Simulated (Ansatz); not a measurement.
Write a Python script for the Ansatz DFT code, driven from Python that makes harmonic frequencies at the relaxed geometry of C₂H₃AlO₂, SMILES O=[C]1[CH2][Al]1[OH]. Settings (for the species named): B3LYP, def2-SVP basis, multiplicity 1.

```yaml
atoms:
  - { symbol: O, position_ang: [1.1689, -1.5585, 1.8065] }
  - { symbol: C, position_ang: [0.7372, -0.7281, 0.9444] }
  - { symbol: C, position_ang: [0.8551, 0.5994, 0.1913] }
  - { symbol: Al, position_ang: [-0.4900, -0.1775, -0.5520] }
  - { symbol: O, position_ang: [-1.9922, -0.3689, -1.7017] }
  - { symbol: H, position_ang: [0.6919, 1.4854, 0.8615] }
  - { symbol: H, position_ang: [1.8350, 0.6340, -0.4095] }
  - { symbol: H, position_ang: [-2.7138, 0.0571, -1.1964] }
```

The script, `c2h3alo2_freq.py`:
```python
# -*- coding: utf-8 -*-
"""Harmonic frequencies of C2H3AlO2 at its relaxed geometry."""

import itertools

import ansatz as az
from ase import Atoms
from ase.data import atomic_numbers, covalent_radii
from ase.thermochemistry import IdealGasThermo
import numpy as np


def main():
    atoms = Atoms(["O", "C", "C", "Al", "O", "H", "H", "H"], positions=[
        (1.1689, -1.5585, 1.8065),
        (0.7372, -0.7281, 0.9444),
        (0.8551, 0.5994, 0.1913),
        (-0.49, -0.1775, -0.552),
        (-1.9922, -0.3689, -1.7017),
        (0.6919, 1.4854, 0.8615),
        (1.835, 0.634, -0.4095),
        (-2.7138, 0.0571, -1.1964),
    ])
    molecule = az.Crystal.molecule_from_ase(atoms)

    model = molecule.calculation()
    model = model.basis(gaussian="def2-SVP")
    model = model.functional("b3lyp")
    symbols = [site.symbol for site in molecule.cartesian_sites]
    start = np.array([site.position_ang for site in molecule.cartesian_sites], dtype=float)
    summary = model.relax(force_tolerance=0.003).run(threads=1).report
    end = np.array(summary["positions_ang"])

    # pairs closer than 1.2 times the sum of covalent radii, before or after
    radius = [covalent_radii[atomic_numbers[s]] for s in symbols]
    span = lambda where, i, j: np.linalg.norm(where[i] - where[j])
    bonded = [(i, j) for i, j in itertools.combinations(range(len(symbols)), 2) if min(span(start, i, j), span(end, i, j)) < 1.2 * (radius[i] + radius[j])]
    print("pair        before    after (A)")
    for i, j in bonded:
        print(f"{symbols[i]}{i}-{symbols[j]}{j}".ljust(10), f"{span(start, i, j):8.4f} {span(end, i, j):8.4f}")

    # same settings at the minimum
    minimum = az.Crystal.molecule()
    for symbol, place in zip(symbols, end):
        minimum = minimum.atom(symbol, place.tolist())
    vibrating = (
        minimum.calculation()
        .basis(gaussian="def2-SVP")
        .functional("b3lyp")
        .phonons(temperatures=(200, 600, 100))
    )
    vib = vibrating.run(threads=1).report["vibrations"]
    sums = vib["harmonic_sums"]
    modes = [m["omega_inv_cm"] for m in sums["modes_at_gamma"] if m["rigid_motion"] == "no"]
    print("frequencies (1/cm):", " ".join(f"{w:.0f}" for w in modes))
    print("imaginary modes:", sum(w < 0 for w in modes), " zero-point energy:", round(sums["zero_point_energy_ev"], 4), "eV")
    # rigid rotor and ideal gas, symmetry number taken as one
    gas = IdealGasThermo(vib_energies=[w / 8065.544 for w in modes if w > 0], geometry="linear" if len(modes) == 3 * len(symbols) - 5 else "nonlinear",
                         atoms=Atoms(symbols, positions=end), symmetrynumber=1, spin=0.0)
    print(f"H(298 K) - E = {gas.get_enthalpy(298.15, verbose=False):.4f} eV")
    print(f"S(298 K, 1 bar) = {96485.33 * gas.get_entropy(298.15, 1e5, verbose=False):.1f} J/(mol K) with symmetry number 1")


if __name__ == "__main__":
    main()
```

Running `python c2h3alo2_freq.py` prints:
```text
pair        before    after (A)
O0-C1        1.2725   1.1936
C1-C2        1.5308   1.4918
C1-Al3       2.0121   2.0046
C2-Al3       1.7220   1.9819
C2-H5        1.1229   1.1158
C2-H6        1.1499   1.1023
Al3-O4       1.9013   1.6972
O4-H7        0.9785   0.9622
frequencies (1/cm): 88 130 281 318 415 426 462 561 582 890 902 969 1024 1381 1869 2940 3102 3915
imaginary modes: 0  zero-point energy: 1.2557 eV
H(298 K) - E = 1.4580 eV
S(298 K, 1 bar) = 330.1 J/(mol K) with symmetry number 1
```

The frequencies are harmonic and unscaled, in a modest basis. b3lyp holds the VWN-RPA fit, as in Gaussian; the form of ORCA and Turbomole is b3lyp5. The entropy takes a symmetry number of 1; a symmetric molecule's is lower by R ln(sigma). It ran for 2.8 min on 1 thread of Arm Neoverse V2 (shared host), peak memory 0.29 GiB.
